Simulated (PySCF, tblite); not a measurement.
# C₄H₅N₂Se radical: geometry, infrared bands and EPR parameters

Aim: predict the infrared bands and EPR parameters of C₄H₅N₂Se radical (`C/N=[C]/C[Se]C#N`).

Programs: tblite 0.8.0 and PySCF 2.14.0, with density-fitted response routines of our own. Each step states its level of theory. These are calculated values for one molecule in the gas phase, unless marked as measured. Atoms count from 0, in the outputs and in this text.

## Step 1: The starting structure

12 atoms, charge 0, multiplicity 2; geometry from: force field or distance geometry start.

Bonds of the start (Å): C0–N1 1.40, N1–C2 1.27, C2–C3 1.46, C3–Se4 1.95, Se4–C5 1.90, C5–N6 1.17, C0–H7 1.13, C0–H8 1.09, C0–H9 1.11, C3–H10 1.11, C3–H11 1.13.

## Step 2: Optimising the geometry with GFN2-xTB

What the job is given:

```
{"job": {"kind": "relax", "xc": "GFN2-xTB", "basis": "xTB"}, "charge": 0, "multiplicity": 2}
C     -2.046300     1.141800     0.313400
N     -1.201400     0.084300     0.663900
C     -0.266000    -0.437100    -0.011500
C      0.610100    -1.538700     0.370500
Se     2.306700    -1.211700    -0.543700
C      3.004000     0.373900     0.242700
N      3.453100     1.339700     0.715100
H     -2.308100     1.687700     1.262100
H     -1.605600     1.878900    -0.362300
H     -3.003700     0.817700    -0.156800
H      0.238900    -2.554700     0.109600
H      0.819500    -1.582500     1.477600
```

Started as:

```
OMP_NUM_THREADS=1 python probes_run.py task.json out
```

The driver reads the jobs from task.json and runs them one after another.

What it wrote:

```text
step      E/eV     max force
  0    -543.34272    2.690
  1    -543.37612    4.985
  2    -543.54408    1.915
  3    -543.56590    2.586
  4    -543.63172    1.074
  5    -543.67611    0.560
  6    -543.71130    0.738
  7    -543.81342    1.247
  8    -543.76976    4.105
  9    -543.91478    1.107
 10    -543.96787    0.813
 11    -544.15678    3.912
 12    -544.24224    1.442
 13    -544.28797    0.604
 14    -544.35993    0.363
 15    -544.37501    0.405
 16    -544.38740    0.288
 17    -544.39245    0.381
 18    -544.39510    0.137
 19    -544.39718    0.148
 20    -544.39972    0.233
 21    -544.40409    0.300
 22    -544.40954    0.277
 23    -544.41528    0.179
 24    -544.42048    0.202
 25    -544.42505    0.333
 26    -544.42984    0.341
 27    -544.43547    0.274
 28    -544.44135    0.241
 29    -544.44707    0.259
 30    -544.45375    0.414
 31    -544.46194    0.403
 32    -544.46965    0.265
 33    -544.47606    0.306
 34    -544.48185    0.291
 35    -544.48612    0.215
 36    -544.48874    0.169
 37    -544.49058    0.203
 38    -544.49230    0.122
 39    -544.49396    0.270
 40    -544.49568    0.096
 41    -544.49758    0.102
 42    -544.49889    0.193
 43    -544.50187    0.208
 44    -544.50487    0.163
 45    -544.50712    0.121
 46    -544.50835    0.106
 47    -544.50922    0.123
 48    -544.50990    0.068
 49    -544.51042    0.081
 50    -544.51078    0.078
 51    -544.51101    0.052
 52    -544.51123    0.065
 53    -544.51147    0.044
 54    -544.51173    0.056
 55    -544.51202    0.086
 56    -544.51238    0.129
 57    -544.51296    0.161
 58    -544.51387    0.164
 59    -544.51499    0.123
 60    -544.51595    0.092
 61    -544.51662    0.064
 62    -544.51717    0.063
 63    -544.51783    0.082
 64    -544.51855    0.103
 65    -544.51909    0.082
 66    -544.51938    0.041
 67    -544.51957    0.036
 68    -544.51981    0.056
 69    -544.52013    0.084
 70    -544.52046    0.089
 71    -544.52071    0.059
 72    -544.52092    0.053
 73    -544.52119    0.056
 74    -544.52153    0.052
 75    -544.52184    0.101
 76    -544.52205    0.035
 77    -544.52217    0.030
 78    -544.52226    0.048
 79    -544.52238    0.060
 80    -544.52252    0.067
 81    -544.52266    0.045
 82    -544.52278    0.039
 83    -544.52288    0.061
 84    -544.52300    0.077
 85    -544.52322    0.112
 86    -544.52364    0.136
 87    -544.52425    0.139
 88    -544.52485    0.089
 89    -544.52534    0.068
 90    -544.52561    0.080
 91    -544.52563    0.106
 92    -544.52582    0.047
 93    -544.52592    0.074
 94    -544.52643    0.146
 95    -544.52691    0.119
 96    -544.52755    0.071
 97    -544.52835    0.068
 98    -544.52936    0.110
 99    -544.53022    0.121
100    -544.53083    0.253
101    -544.53144    0.229
102    -544.53264    0.236
103    -544.53439    0.139
104    -544.53561    0.833
105    -544.54277    0.244
106    -544.54621    0.618
107    -544.55147    0.236
108    -544.55657    0.336
109    -544.55275    0.610
110    -544.56070    0.309
111    -544.56244    0.289
112    -544.56447    0.261
113    -544.56515    0.242
114    -544.56604    0.083
115    -544.56635    0.153
116    -544.56662    0.241
117    -544.56710    0.257
118    -544.56805    0.278
119    -544.56971    0.248
120    -544.57150    0.300
121    -544.57316    0.145
122    -544.55512    1.915
123    -544.57531    0.076
124    -544.57605    0.040
125    -544.57682    0.413
126    -544.57758    0.108
127    -544.57808    0.116
128    -544.57611    0.910
129    -544.57948    0.042
130    -544.58018    0.027
131    -544.57233    1.321
132    -544.58075    0.020
133    -544.58117    0.026
134    -544.56931    1.538
135    -544.58161    0.018
136    -544.58196    0.017
137    -544.57109    1.557
138    -544.58236    0.038
139    -544.58270    0.023
140    -544.57274    1.389
141    -544.58307    0.012
142    -544.58339    0.013
143    -544.57191    1.525
144    -544.58372    0.014
145    -544.58401    0.019
146    -544.57276    1.491
147    -544.58434    0.025
148    -544.58462    0.040
149    -544.57317    1.507
150    -544.58495    0.045
151    -544.58523    0.060
152    -544.57368    1.508
153    -544.58557    0.063
154    -544.58586    0.077
155    -544.57415    1.533
156    -544.58622    0.077
157    -544.58651    0.091
158    -544.57472    1.516
159    -544.58690    0.092
160    -544.58722    0.102
161    -544.57547    1.565
162    -544.58764    0.095
163    -544.58798    0.110
164    -544.57712    1.471
165    -544.58846    0.111
166    -544.58884    0.120
167    -544.57787    1.544
168    -544.58935    0.110
169    -544.58976    0.126
170    -544.57953    1.476
171    -544.59034    0.122
172    -544.59078    0.138
173    -544.58076    1.443
174    -544.59142    0.135
175    -544.59190    0.142
176    -544.58213    1.531
177    -544.59259    0.117
178    -544.59309    0.145
179    -544.58408    1.304
180    -544.59385    0.145
181    -544.59437    0.146
182    -544.58852    1.255
183    -544.59520    0.112
184    -544.59572    0.140
185    -544.59345    0.829
186    -544.59661    0.150
187    -544.59705    0.160
188    -544.59730    0.490
189    -544.59801    0.154
190    -544.59831    0.139
191    -544.59905    0.121
192    -544.59927    0.040
193    -544.59935    0.012
194    -544.59936    0.010
195    -544.59937    0.020
196    -544.59938    0.014
197    -544.59938    0.004
```

Run time: 1.2 s. Hardware: 1 thread of Arm Neoverse V1, shared host.

Along the way: (not every step is listed) (the energy doesn't fall at every step)

```tsv
step	energy from step 0 (eV)	largest force (eV/Å)
0	0.0000	2.6901
1	-0.0334	4.9848
2	-0.2014	1.9149
3	-0.2232	2.5856
4	-0.2890	1.0744
5	-0.3334	0.5603
6	-0.3686	0.7379
7	-0.4707	1.2467
8	-0.4270	4.1046
26	-1.0871	0.3411
44	-1.1621	0.1626
62	-1.1744	0.0626
80	-1.1798	0.0670
98	-1.1866	0.1101
116	-1.2239	0.2406
134	-1.2266	1.5382
152	-1.2310	1.5085
170	-1.2368	1.4764
188	-1.2546	0.4896
192	-1.2566	0.0402
193	-1.2566	0.0124
194	-1.2566	0.0105
195	-1.2567	0.0196
196	-1.2567	0.0136
197	-1.2567	0.0037
```

Close pairs (by a distance rule), those that changed most:

```tsv
bond	before (Å)	after (Å)	change (Å)
C3–Se4	1.955	2.698	+0.743
C2–C3	1.458	1.324	-0.135
Se4–C5	1.902	1.779	-0.123
N1–C2	1.266	1.187	-0.079
C3–H11	1.128	1.077	-0.051
C3–H10	1.113	1.077	-0.036
C0–H7	1.125	1.091	-0.035
C0–H9	1.115	1.090	-0.025
```

The final coordinates are the input of the step that follows.

## Step 3: Infrared spectrum with GFN2-xTB

What the job is given:

```
{"job": {"kind": "ir", "xc": "GFN2-xTB", "basis": "xTB"}, "charge": 0, "multiplicity": 2}
C     -1.487569     1.331118     0.477819
N     -1.253043    -0.055613     0.576966
C     -0.423554    -0.903868     0.556385
C      0.381591    -1.954641     0.558639
Se     2.814014    -0.850923     0.179234
C      2.031807     0.682657    -0.269572
N      1.491266     1.662923    -0.547088
H     -1.700482     1.712848     1.476924
H     -0.629390     1.858908     0.054348
H     -2.368972     1.475604    -0.147211
H      0.471953    -2.557007    -0.329244
H      0.673579    -2.402691     1.493182
```

What it wrote:

```text
mode    cm-1     km/mol
  1      13.0      2.04
  2      79.3      3.66
  3     100.9      0.41
  4     112.7      0.17
  5     179.6     20.16
  6     194.6      6.66
  7     244.2     37.24
  8     313.6      0.11
  9     344.8      5.29
 10     352.4     11.39
 11     423.8     78.09
 12     539.1      3.08
 13     566.5      0.72
 14     758.1     23.19
 15     891.3     29.09
 16     911.0      8.82
 17    1085.4     16.13
 18    1099.3     25.95
 19    1266.9     13.98
 20    1377.3     11.42
 21    1401.4     76.99
 22    1425.7     15.20
 23    1437.8      3.57
 24    2226.9    146.53
 25    2259.4    842.91
 26    2966.1      2.73
 27    3000.8      5.29
 28    3010.7      5.69
 29    3087.6      6.82
 30    3111.7      0.69
```

It took 0.33 s on 1 thread of Arm Neoverse V1, shared host.

The strongest bands and the atoms that carry them (share of the mass-weighted mode):

```tsv
cm⁻¹	km/mol	atoms
244	37.2	C3 35 %, N1 26 %, C0 15 %
424	78.1	C2 66 %, N1 17 %, C3 11 %
758	23.2	H10 44 %, H11 44 %
891	29.1	C0 43 %, C3 24 %, N1 11 %
1099	25.9	H9 41 %, H8 22 %, C0 18 %, H7 12 %
1401	77.0	C3 36 %, N1 21 %, H10 10 %, H11 10 %
2227	146.5	C5 50 %, N6 38 %
2259	842.9	C2 55 %, N1 29 %
```

The optimised geometry no longer has the bonds of the starting formula, so what follows describes that rearranged structure.

## Step 4: g tensor and hyperfine couplings: B3LYP/def2-TZVP-core+pcH-1

Same as in step 3 but for these lines:

```diff
@@ -1,2 +1,2 @@
-{"job": {"kind": "ir", "xc": "GFN2-xTB", "basis": "xTB"}, "charge": 0, "multiplicity": 2}
+{"job": {"kind": "epr", "basis": "pcH-1"}, "charge": 0, "multiplicity": 2}
 C     -1.487569     1.331118     0.477819
```

With the program's defaults for keys left out, this is: UKS B3LYP, def2-TZVP-core on Se, pcH-1 on C H N, non-relativistic, mean-field spin-orbit, GIAO.

What it wrote:

```text
UKS, coarse grid
  cycle   1  E = -2666.37929278  |g| = 1.48e+00
  cycle   2  E = -2666.18115881  |g| = 9.16e-01
  cycle   3  E = -2666.04326074  |g| = 9.93e-01
  cycle   4  E = -2666.45796167  |g| = 1.52e-01
  cycle   5  E = -2666.46277531  |g| = 7.99e-02
  cycle   6  E = -2666.46510346  |g| = 3.74e-02
  cycle   7  E = -2666.46566399  |g| = 9.06e-03
  cycle   8  E = -2666.46570453  |g| = 2.06e-03
  cycle   9  E = -2666.46570753  |g| = 8.28e-04
UKS, final grid
  cycle   1  E = -2666.46573680  |g| = 7.41e-04
  cycle   2  E = -2666.46573686  |g| = 9.93e-04
  cycle   3  E = -2666.46573729  |g| = 2.32e-04
  cycle   4  E = -2666.46573734  |g| = 2.23e-04
  cycle   5  E = -2666.46573739  |g| = 1.57e-04
  cycle   6  E = -2666.46573741  |g| = 2.75e-05
  cycle   7  E = -2666.46573741  |g| = 2.65e-05
E = -2666.46573741 Eh   <S^2> = 0.7543 (exact 0.7500)
g shifts (ppm)      1          2          3
  rmc          -244       -244       -244
  gc            -20         76         80
  oz_so        -384       3946     184608
  total        -639       3785     184462
hyperfine (MHz)  atom isotope    a_iso     a_fc   dipolar eigenvalues
    0   13C      18.66      18.67     -1.93     -1.62      3.55
    1   14N      20.30      20.39     -7.03     -6.32     13.35
    2   13C      -8.24      -8.09    -12.11     -5.45     17.56
    3   13C      63.65      64.53    -19.94    -18.93     38.87
    4  77Se     169.14     132.46   -269.29   -264.60    533.89
    5   13C     -20.84     -20.79     -5.55     -0.33      5.88
    6   14N       4.46       3.38     -4.64     -4.15      8.79
    7    1H      -0.30      -0.29     -2.02     -1.23      3.24
    8    1H      22.59      22.58     -2.75      1.14      1.61
    9    1H       4.38       4.38     -2.32     -1.46      3.78
   10    1H     -10.57     -10.49    -10.05     -2.34     12.39
   11    1H     -10.11      -9.96    -10.15     -2.45     12.60
```

Wall time 3.3 min (1 thread of Arm Neoverse V1, shared host); peak memory 1.2 GiB.

Principal g values 2.00168, 2.00610, 2.18678; g(iso) = 2.06486, against 2.00232 for a free electron.

Hyperfine couplings, nucleus by nucleus at this fixed geometry (no averaging over rotations):

```tsv
nuclei	isotope	a(iso) (MHz)	a(iso) (G, at g = 2.0023)	largest dipolar term (MHz)
Se4	77Se	169.1	60.4	533.9
C3	13C	63.7	22.7	38.9
H8	1H	22.6	8.1	-2.8
C5	13C	-20.8	-7.4	5.9
N1	14N	20.3	7.2	13.4
C0	13C	18.7	6.7	3.5
H10	1H	-10.6	-3.8	12.4
H11	1H	-10.1	-3.6	12.6
C2	13C	-8.2	-2.9	17.6
N6	14N	4.5	1.6	8.8
H9	1H	4.4	1.6	3.8
H7	1H	-0.3	-0.1	3.2
```

Mulliken spin populations:

```tsv
atom	value (e)
C0	0.00
N1	0.13
C2	0.09
C3	0.17
Se4	0.57
C5	-0.06
N6	0.10
H7	0.00
H8	0.02
H9	0.00
H10	-0.01
H11	-0.01
```

Orbitals, density, ELF and potential are computed afterwards from the orbital file.

ELF in a plane through or near 8 of the atoms.

Ten even steps from '0' (0.00) to '9' (0.96):
```
0000000000000000000000000000
0000000000000000000000000000
0000001000011223210000000000
0001455421345567752000000000
0003678644667778884000000000
0015885226845878971000000000
0014763754855877520000000000
0003662653665531029981000000
0001467665100000289961000000
0000134433212210257753000000
0000001467786776762586200000
0000004884683596685785100000
0000017998676688872121000000
0000015887444347871000000000
0000001343321013540000000000
0000000001110000000000000000
0000000000000000000000000000
0000000000000000000000000000
0000000000000000000000000000
0000000000000000000000000000
```
The map spans 10.5 Å across and 10.0 Å up, centred on the molecule. Atoms in the plane (x, y in Å): C0 (2.0, -0.3), N1 (0.8, -1.0), C2 (-0.4, -0.9), C3 (-1.7, -1.0), Se4 (-2.5, 1.5), C5 (-0.8, 2.1), N6 (0.3, 2.4), H8 (1.8, 0.8).

On the surface of density 0.002 e/bohr³ the electrostatic potential runs, from the 1st to the 99th percentile, from -1.66 V near N6 to 1.37 V near H10.

The spin density lies nearest to Se4 46 %; C3 13 %; N1 11 %; N6 8 %.

## Step 5: Results

| quantity | value |
| --- | --- |
| strongest single infrared mode (GFN2-xTB) | 2259 cm⁻¹, 843 km/mol |
| zero-point energy (GFN2-xTB) | 49.7 kcal/mol |
| g(iso) (B3LYP) | 2.06486 |
| ⟨S²⟩ | 0.754 (exact 0.75) |
| largest a(iso) | 77Se on Se4, 169.1 MHz |
| surface potential, 1st and 99th percentile | -1.66 V and 1.37 V |

**Reading.** Relaxing lowered the energy by 1.257 eV in 197 steps; the close pair that moved most is C3–Se4, from 1.955 to 2.698 Å. No mode is imaginary among the 30: a minimum at this level. The strongest single mode, at 2259 cm⁻¹, moves mainly C2 and N1. Unscaled tight-binding wavenumbers are off by several per cent, some by more. Its intensities can rank the bands wrongly. The structure rearranged or came apart on optimisation; the results belong to the end geometry, not to the formula as drawn. The largest share of the spin, 0.57 e, sits on Se4. The isotropic g lies 62.5 ppt above the free-electron value. The hyperfine terms hold no scalar relativity, which the heavier nuclei need.
